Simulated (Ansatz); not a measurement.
# C3H10AlN: a ladder of functionals and wavefunction methods

The task here is to estimate one member of a computed series from the others.

Method: functionals in def2-TZVPP, the program's frozen cores in correlated methods; program: Ansatz 0.2.0, Gaussian basis.

Plan: LDA (SPW92), PBE-D4, revPBE-D4, BLYP-D4, r2SCAN-D4, B97M-V, PBE0-D4, B3LYP-D4, r2SCANh-D4, r2SCAN0-D4, HSE06-D4, BHLYP-D4, CAM-B3LYP-D4, LC-ωPBE, ωB97X-V, ωB97M-V, B2PLYP, PBE-QIDH; CCSD(T)/def2-SVP; CCSD(T)/def2-TZVPP; MP2/def2-QZVPP; extrapolation to the limit; RPA on PBE.

### The geometry

An earlier PBE0-D4 in a triple-zeta def2 set relaxation fixed the geometry.

15 atoms, charge 0, spin multiplicity 1.

Atoms are counted from 1 here; the program's logs count them from 0.

Bond lengths: C1–Al2 1.969 Å, C1–H6 1.095 Å, C1–H7 1.096 Å, C1–H8 1.095 Å, Al2–C3 2.007 Å, Al2–N5 2.076 Å, Al2–H9 1.604 Å, C3–C4 1.525 Å, C3–H10 1.090 Å, C3–H11 1.094 Å, C4–N5 1.501 Å, C4–H12 1.092 Å, C4–H13 1.095 Å, N5–H14 1.014 Å, N5–H15 1.013 Å. Angles: Al2–C1–H6 112.0°, Al2–C1–H7 111.0°, Al2–C1–H8 112.8°, H6–C1–H7 106.5°, H6–C1–H8 107.5°, H7–C1–H8 106.6°, C1–Al2–C3 117.8°, C1–Al2–N5 106.7°, C1–Al2–H9 119.0°, C3–Al2–N5 71.7°, C3–Al2–H9 120.2°, N5–Al2–H9 107.6°, Al2–C3–C4 89.3°, Al2–C3–H10 120.7°, Al2–C3–H11 113.9°, C4–C3–H10 112.5°, C4–C3–H11 111.3°, H10–C3–H11 108.0° and more.

The first run:

File in.yaml:

```yaml
crystal:
  periodic: [false, false, false]
  atoms:
    - {symbol: C, position_ang: [-1.673996, 0.987709, 1.052939]}
    - {symbol: Al, position_ang: [0.071898, 1.069885, 0.146107]}
    - {symbol: C, position_ang: [1.409039, -0.369198, 0.557623]}
    - {symbol: C, position_ang: [0.718024, -1.274630, -0.456694]}
    - {symbol: N, position_ang: [0.015155, -0.328792, -1.386962]}
    - {symbol: H, position_ang: [-2.471449, 1.436596, 0.451123]}
    - {symbol: H, position_ang: [-1.651429, 1.539284, 1.999226]}
    - {symbol: H, position_ang: [-1.979647, -0.036108, 1.294741]}
    - {symbol: H, position_ang: [0.555274, 2.462347, -0.486191]}
    - {symbol: H, position_ang: [1.457904, -0.816965, 1.550388]}
    - {symbol: H, position_ang: [2.428829, -0.127924, 0.244960]}
    - {symbol: H, position_ang: [-0.060348, -1.869239, 0.025614]}
    - {symbol: H, position_ang: [1.359187, -1.962774, -1.018295]}
    - {symbol: H, position_ang: [0.627243, -0.049449, -2.145886]}
    - {symbol: H, position_ang: [-0.827482, -0.711441, -1.799192]}
basis:
  gaussian: {orbitals: def2-TZVPP}
hamiltonian: {xc: lda}
output: {orbitals: {seedname: orbitals}}
```

Among the steps run: LDA; PBE-D4 (GGA); revPBE-D4 (GGA); BLYP-D4 (GGA); r2SCAN-D4 (meta-GGA); B97M-V (meta-GGA); PBE0-D4 (hybrid); B3LYP-D4 (hybrid); r2SCANh-D4 (hybrid); r2SCAN0-D4 (hybrid); HSE06-D4 (hybrid); BHLYP-D4 (hybrid); CAM-B3LYP-D4 (range-separated); LC-ωPBE (range-separated); ωB97X-V (range-separated); ωB97M-V (range-separated); B2PLYP (double hybrid); PBE-QIDH (double hybrid).

One table of the session follows, with a row left open; its other results are not shown here.

It belongs to the step «Frontier levels by functional». 

```
  functional  HOMO (eV)  LUMO (eV)  gap (eV)
 LDA (SPW92)      -5.58      -0.74      4.84
      PBE-D4      -5.47      -0.60      4.87
   revPBE-D4      -5.42      -0.52      4.89
     BLYP-D4          ?          ?         ?
   r2SCAN-D4      -5.70       0.04      5.74
      B97M-V      -5.80      -0.41      5.39
     PBE0-D4      -6.68       0.22      6.90
    B3LYP-D4      -6.48      -0.10      6.38
  r2SCANh-D4      -6.16       0.28      6.44
  r2SCAN0-D4      -6.85       0.63      7.48
    HSE06-D4      -6.28      -0.15      6.14
    BHLYP-D4      -7.83       0.85      8.68
CAM-B3LYP-D4      -8.05       0.99      9.04
     LC-ωPBE      -9.40       2.26     11.66
     ωB97X-V      -9.05       2.06     11.11
     ωB97M-V      -8.91       1.60     10.52
```

Q: Estimate the row for BLYP-D4 from the others.

Worked estimate for «HOMO (eV)». Against the share of exact exchange, B3LYP-D4 (0.2, -6.48), BHLYP-D4 (0.5, -7.83) give a slope of -4.50 per unit share; at 0 the line stands at -5.58.

As computed: HOMO (eV): -5.35; LUMO (eV): -0.60; gap (eV): 4.75. In «HOMO (eV)» the line misses by -0.23.
